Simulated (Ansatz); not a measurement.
# C2H6F3NSi: the cost of one run

Program: Ansatz 0.2.0. Level of theory: RHF/6-31G*. These are calculated values, not measurements.

## (1) The starting structure

Bond lengths: Si1–N2 1.820 Å, N2–C3 1.470 Å, C3–H4 1.110 Å, C3–H5 1.110 Å, C3–H6 1.110 Å, N2–C7 1.470 Å, C7–H8 1.110 Å, C7–H9 1.110 Å, C7–H10 1.110 Å, Si1–F11 1.590 Å, Si1–F12 1.589 Å, Si1–F13 1.589 Å. Angles (14 of 21 angles, heavy atoms first): Si1–N2–C3 120.0°, Si1–N2–C7 120.0°, C3–N2–C7 120.0°, N2–Si1–F11 109.5°, N2–Si1–F12 109.5°, N2–Si1–F13 109.5°, F11–Si1–F12 109.5°, F11–Si1–F13 109.5°, F12–Si1–F13 109.5°, N2–C3–H4 109.5°, N2–C3–H5 109.5°, N2–C3–H6 109.5°, N2–C7–H8 109.5°, N2–C7–H9 109.5°.

Structure file:

```xyz
13

Si    0.0000    0.0000    0.0000
N     0.0000    0.0000    1.8200
C    -1.2162   -0.3762    2.5550
H    -1.8642   -0.9999    1.9045
H    -0.9378   -0.9533    3.4614
H    -1.7663    0.5401    2.8549
C     1.2162    0.3762    2.5550
H     1.4641   -0.4163    3.2916
H     2.0585    0.4943    1.8418
H     1.0457    1.3351    3.0874
F     1.4994    0.0000   -0.5295
F    -0.7489    1.2974   -0.5295
F    -0.7489   -1.2974   -0.5295
```

## (2) Preparing the start

The input, input.yaml:

```yaml
crystal:
  periodic: [false, false, false]
  atoms:
    - { symbol: Si, position_ang: [0.0, 0.0, 0.0] }
    - { symbol: "N", position_ang: [0.0, 0.0, 1.82] }
    - { symbol: C, position_ang: [-1.2162, -0.3762, 2.555] }
    - { symbol: H, position_ang: [-1.8642, -0.9999, 1.9045] }
    - { symbol: H, position_ang: [-0.9378, -0.9533, 3.4614] }
    - { symbol: H, position_ang: [-1.7663, 0.5401, 2.8549] }
    - { symbol: C, position_ang: [1.2162, 0.3762, 2.555] }
    - { symbol: H, position_ang: [1.4641, -0.4163, 3.2916] }
    - { symbol: H, position_ang: [2.0585, 0.4943, 1.8418] }
    - { symbol: H, position_ang: [1.0457, 1.3351, 3.0874] }
    - { symbol: F, position_ang: [1.4994, 0.0, -0.5295] }
    - { symbol: F, position_ang: [-0.7489, 1.2974, -0.5295] }
    - { symbol: F, position_ang: [-0.7489, -1.2974, -0.5295] }
basis:
  gaussian: { orbitals: "6-31G*" }
hamiltonian:
  xc: hf
relax:
  f_tol: 0.02
  max_steps: 40
output:
  orbitals: {}
```

Launch:

```console
$ ansatz run input.yaml --threads 4 --pin off --max-ram 5120MiB --backend cpu --events-out ev --progress --plain --runs-dir out
```

Q: Estimate wall time and peak memory on 4 threads of Intel Xeon at 2.50GHz (Skylake/Cascade Lake), shared host.

About 40 s, with a peak of 0.3 GiB.
